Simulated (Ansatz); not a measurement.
**FHSSn: how energies converge with the basis set**

One table from this session's results is given with a row withheld; the runs are named, their logs left out.

The runs use Ansatz 0.2.0, Gaussian basis; one geometry, several basis sets.

Plan: PBE0-D4/def2-SVP; ωB97M-V/def2-SVP; PBE0-D4/def2-QZVPP; ωB97M-V/def2-QZVPP; the functionals' def2-TZVPP values are taken from earlier runs.

## Structure used throughout

The geometry comes from an earlier relaxation with PBE0-D4 in a triple-zeta def2 set; it is a stationary point. Sn takes the def2 core potential; no spin-orbit term is included.

SMILES `[F][Sn][SH]`, 4 atoms, charge 0, spin multiplicity 1.

Atoms are counted from 1 here; the program's logs count them from 0.

Bond lengths: F1–Sn2 1.948 Å, Sn2–S3 2.426 Å, S3–H4 1.346 Å. Angles: F1–Sn2–S3 94.0°, Sn2–S3–H4 90.4°.

The first run:

The input, in.yaml:

```yaml
crystal:
  periodic: [false, false, false]
  atoms:
    - {symbol: F, position_ang: [-1.622826, -0.458031, 0.334766]}
    - {symbol: Sn, position_ang: [-0.523415, 1.102387, 0.725657]}
    - {symbol: S, position_ang: [1.440089, 0.206656, -0.381613]}
    - {symbol: H, position_ang: [0.761651, -0.911313, -0.699109]}
basis:
  gaussian: {orbitals: def2-SVP}
hamiltonian: {xc: pbe0, dispersion: d4}
output: {orbitals: {seedname: orbitals}}
```

The run is started by

```
ansatz run in.yaml --threads 4 --pin off --events-out ev --progress --plain --max-ram 10444MiB
```

Among the steps run: PBE0-D4 in def2-SVP; ωB97M-V in def2-SVP; PBE0-D4 in def2-QZVPP; ωB97M-V in def2-QZVPP.

One of the session's tables, all rows but one given; the rest of the session is left out.

It belongs to the step «Functionals by basis». 

```
functional       basis  HOMO (eV)  LUMO (eV)
   PBE0-D4    def2-SVP      -7.43      -2.48
   PBE0-D4  def2-TZVPP      -7.55      -2.62
   PBE0-D4  def2-QZVPP      -7.58      -2.65
   ωB97M-V    def2-SVP      -9.39      -0.66
   ωB97M-V  def2-TZVPP          ?          ?
   ωB97M-V  def2-QZVPP      -9.59      -0.93
```

**Question.** Estimate the row for ωB97M-V, def2-TZVPP.

The run gave: HOMO (eV): -9.55; LUMO (eV): -0.87. In the column «HOMO (eV)» it lies between ωB97M-V, def2-QZVPP (-9.59) and ωB97M-V, def2-SVP (-9.39).
